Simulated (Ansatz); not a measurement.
Task: a single point of Na2ScCuCl6, space group Fm-3m, with Ansatz 0.2.0, Python API. Give the script and its output. Settings: PBEsol, PAW, the default cutoff (420 eV here), 3×3×3 k-points, fixed occupations.

Contents of `na2sccucl6.vasp`:
```text
Na2ScCuCl6
1.0
   0.00000000    4.98446900    4.98446900
   4.98446900    0.00000000    4.98446900
   4.98446900    4.98446900    0.00000000
Na Sc Cu Cl
2 1 1 6
Direct
   0.75000000    0.75000000    0.75000000
   0.25000000    0.25000000    0.25000000
   0.00000000    0.00000000    0.00000000
   0.50000000    0.50000000    0.50000000
   0.75047100    0.24952900    0.24952900
   0.24952900    0.24952900    0.75047100
   0.24952900    0.75047100    0.75047100
   0.24952900    0.75047100    0.24952900
   0.75047100    0.24952900    0.75047100
   0.75047100    0.75047100    0.24952900
```

The script, `run_scf.py`:
```python
'''Single point of Na2ScCuCl6.'''

from pathlib import Path

import ansatz as az
from ase.data import atomic_numbers
from ase.io import read
import numpy as np
import spglib

XC = 'PBEsol'
KMESH = (3, 3, 3)


def main() -> None:
    atoms = read('na2sccucl6.vasp', format='vasp')
    na2sccucl6 = az.Crystal.from_ase(atoms)

    # functional, basis and sampling
    setup = (
        na2sccucl6.calculation()
        .functional(XC)
        .kpoints(mesh=KMESH)
        .occupations(az.OccupationsMethod.FIXED)
        .potential_components()
        .density_of_states(energy_step=0.1, method='smearing', broadening_width=0.2, projected=True)
        .band_table()
        .forces()
    )
    def show(event):
        row = event['data']
        if event['event'] == 'scf_iter' and row.get('harris_foulkes_ev') is not None:
            print(f'  iteration {row["iter"]:3d}  Harris-Foulkes {row["harris_foulkes_ev"]:.5f} eV  residual {row["dr2_ev"]:.2e}')


    result = setup.session().plan().execute(on_event=show)
    data = result.report

    print(f'free energy      {data["free_energy_ev"]:.5f} eV')
    print(f'per atom         {data["free_energy_ev"] / len(result.lattice.sites):.5f} eV')
    print(f'SCF iterations   {data["n_iterations"]}  (converged: {data["converged"]})')

    folder = Path(result.write_results('parts'))
    text = (folder / 'v_comp_z.tsv').read_text().splitlines()
    rows = np.array([line.split() for line in text if not line.startswith('#')], dtype=float)
    print(text[0])
    print(np.array2string(rows[:: max(len(rows) // 12, 1)], precision=3, suppress_small=True))

    spg_cell = (result.lattice.cell_ang, [s.position_frac for s in result.lattice.sites], [atomic_numbers[s.symbol] for s in result.lattice.sites])
    # the group found depends on the tolerance
    for tolerance in (1e-5, 1e-3, 1e-1):
        print(f'symprec {tolerance:g} A: {spglib.get_spacegroup(spg_cell, symprec=tolerance)}')
    print('operations used by the run:', data['n_symmetry_ops'])

    # first and second moments of the projected d states
    dos = result.density_of_states()
    energy = np.asarray(dos.energies_ev) - dos.fermi_ev
    window = (energy > -10) & (energy < 4)
    for index, site in enumerate(result.projected_density_of_states().sites):
        for shell in site.shells:
            if shell.l == 2:
                g = sum(np.sum(part.g_bin_mean_per_ev, axis=0) for part in shell.curves)[window]
                if g.sum() > 1e-6:
                    centre = (g * energy[window]).sum() / g.sum()
                    width = np.sqrt((g * (energy[window] - centre) ** 2).sum() / g.sum())
                    print(f'site {index} {site.species} {shell.label}: centre {centre:.3f} eV, rms width {width:.3f} eV')

    gap = None if 'band_edges_ev' not in data else data['band_edges_ev'][1] - data['band_edges_ev'][0]
    print('gap on the k mesh:', 'withheld (metal, or smearing too wide to tell)' if gap is None else f'{gap:.3f} eV')
    print('lowest empty less highest filled band, by band count:', round(data['gap_by_band_count_ev'], 3), 'eV')

    # forces in eV per angstrom
    print('forces (eV/A)')
    for site, force in zip(result.lattice.sites, data['forces_ev_ang']):
        print(f'  {site.symbol:2s} {force[0]:9.4f} {force[1]:9.4f} {force[2]:9.4f}')


if __name__ == '__main__':
    main()
```

`python run_scf.py` gives:
```text
DeckWarning: basis.ecutwfc = 420 eV, auto-derived from the records' recommended cutoffs: set by Na (normal level)
  iteration   1  Harris-Foulkes -18031.97930 eV  residual 5.94e-02
  iteration   2  Harris-Foulkes -18031.96215 eV  residual 1.04e-02
  iteration   3  Harris-Foulkes -18031.95996 eV  residual 3.83e-03
  iteration   4  Harris-Foulkes -18031.95958 eV  residual 7.39e-04
  iteration   5  Harris-Foulkes -18031.95944 eV  residual 9.99e-05
  iteration   6  Harris-Foulkes -18031.95930 eV  residual 1.16e-05
  iteration   7  Harris-Foulkes -18031.95930 eV  residual 8.88e-07
  iteration   8  Harris-Foulkes -18031.95930 eV  residual 1.74e-07
  iteration   9  Harris-Foulkes -18031.95930 eV  residual 1.12e-08
free energy      -18031.95930 eV
per atom         -1803.19593 eV
SCF iterations   9  (converged: True)
# z_ang	v_loc[eV]	v_h[eV]	v_xc[eV]
[[  0.     17.903 -13.824  -6.674]
 [  0.587  15.815 -11.295  -7.386]
 [  1.175   4.094  -2.947  -9.132]
 [  1.762  -7.46    5.174 -10.253]
 [  2.35   -3.753   5.486  -9.089]
 [  2.937  -0.518   5.85   -7.235]
 [  3.525  -4.01    9.299  -6.557]
 [  4.112  -0.518   5.85   -7.235]
 [  4.699  -3.753   5.486  -9.089]
 [  5.287  -7.46    5.174 -10.253]
 [  5.874   4.094  -2.947  -9.132]
 [  6.462  15.815 -11.295  -7.386]]
symprec 1e-05 A: Fm-3m (225)
symprec 0.001 A: Fm-3m (225)
symprec 0.1 A: Fm-3m (225)
operations used by the run: 48
site 2 Sc 3D: centre 1.489 eV, rms width 2.354 eV
site 3 Cu 3D: centre -0.779 eV, rms width 1.142 eV
gap on the k mesh: 1.927 eV
lowest empty less highest filled band, by band count: 1.927 eV
forces (eV/A)
  Na    0.0000   -0.0000    0.0000
  Na    0.0000    0.0000    0.0000
  Sc   -0.0000    0.0000    0.0000
  Cu    0.0000   -0.0000    0.0000
  Cl    0.0068   -0.0000   -0.0000
  Cl   -0.0000   -0.0000    0.0068
  Cl   -0.0068    0.0000    0.0000
  Cl    0.0000    0.0068    0.0000
  Cl   -0.0000   -0.0068    0.0000
  Cl   -0.0000    0.0000   -0.0068
```
(Warnings from the package without file and line.)

Notes:
- Absolute energies stand on the zero of these potentials, so only differences at equal settings mean something.
- Spin is left out of this run.
- Along an axis with an odd division the mesh misses the point at one half; a gap read on a finite mesh is an upper bound on this functional's gap.
- Semilocal gaps usually lie well under measured ones.
- Projections exist only for the shells that the potentials hold, some of them semicore, and samples at single energies can miss narrow peaks.
- The crystal has a gap of about 1.93 eV on the mesh; any density of states at or just above the Fermi level is the tail of the broadening.
- Without a Hubbard U or exact exchange, semilocal functionals often make such 3d compounds metallic or too weakly gapped.
- The structure comes from a database of computed cells and needn't be a stable or known phase.
- Levels are Kohn-Sham eigenvalues on this mesh.
- The computed bands are complete only to about 5.8 eV above the Fermi level; beyond that the density of states is undercounted.
- A band centre counts only the states inside the window taken.
- It ran for 6.5 s on 1 thread of Arm Neoverse V1, with other jobs on the host, peak memory 0.6 GiB.

(Lines on the test bed's own set-up are left out of the output.)
